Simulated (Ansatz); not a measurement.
# Yb6Ir: the cost of one run

Method: DFT PBE, scalar-relativistic, plane waves, PAW, in Ansatz 0.2.0.

### 1 Starting point

It takes space group Fm-3m (No. 225, cubic). Conventional cell: a = 8.660 Å, b = 8.660 Å, c = 8.660 Å, α = 90.00°, β = 90.00°, γ = 90.00°. Around Yb (site symmetry mmm) lie 8 Yb at 3.06 Å and 2 Ir at 3.06 Å. Ir (site symmetry m-3m) has 12 Yb at 3.06 Å as nearest neighbours.

Coordinates:

```cif
data_structure
_symmetry_space_group_name_H-M 'P 1'
_symmetry_Int_Tables_number 1
_cell_length_a 6.1238
_cell_length_b 6.1238
_cell_length_c 6.1238
_cell_angle_alpha 60.000
_cell_angle_beta 60.000
_cell_angle_gamma 60.000
_cell_volume 162.39
loop_
_atom_site_label
_atom_site_type_symbol
_atom_site_fract_x
_atom_site_fract_y
_atom_site_fract_z
_atom_site_occupancy
Yb1 Yb 0.50000 0.50000 0.00000 1
Yb2 Yb 0.50000 0.00000 0.50000 1
Yb3 Yb 0.00000 0.00000 0.50000 1
Yb4 Yb 0.00000 0.50000 0.00000 1
Yb5 Yb 0.00000 0.50000 0.50000 1
Yb6 Yb 0.50000 0.00000 0.00000 1
Ir1 Ir 0.00000 0.00000 0.00000 1
```

Recipe of the guess: species swapped into a database cell of Zn6Mo (Fm-3m, No. 225), with Yb on the Zn sites and Ir on the Mo sites. Lengths come from tabulated atomic sizes and are only a guess.

### 2 The guess as it stands, on a coarse mesh

input.yaml reads:

```yaml
crystal:
  lattice:
    - [0.0, 4.33018548, 4.33018548]
    - [4.33018548, 0.0, 4.33018548]
    - [4.33018548, 4.33018548, 0.0]
  atoms:
    - { symbol: Yb, position: [0.5, 0.5, 0.0] }
    - { symbol: Yb, position: [0.5, 0.0, 0.5] }
    - { symbol: Yb, position: [0.0, 0.0, 0.5] }
    - { symbol: Yb, position: [0.0, 0.5, 0.0] }
    - { symbol: Yb, position: [0.0, 0.5, 0.5] }
    - { symbol: Yb, position: [0.5, 0.0, 0.0] }
    - { symbol: Ir, position: [0.0, 0.0, 0.0] }
basis:
  ecutwfc: 420
kpoints:
  mp_grid: { grid: [4, 4, 4] }
hamiltonian:
  xc: pbe
scf:
  occupations: { method: gaussian, width: 0.1 }
  lower_state_search: "off"
output:
  forces: true
  stress: true
  eigenvalues: true
```

Launch:

```sh
ansatz run input.yaml --threads 1 --pin off --max-ram 2048MiB --backend cpu --events-out ev --progress --plain --runs-dir out
```

What time and memory should one allow on 1 thread of Arm Neoverse V2, shared host?

About 9.9 s, with a peak of 0.49 GiB.
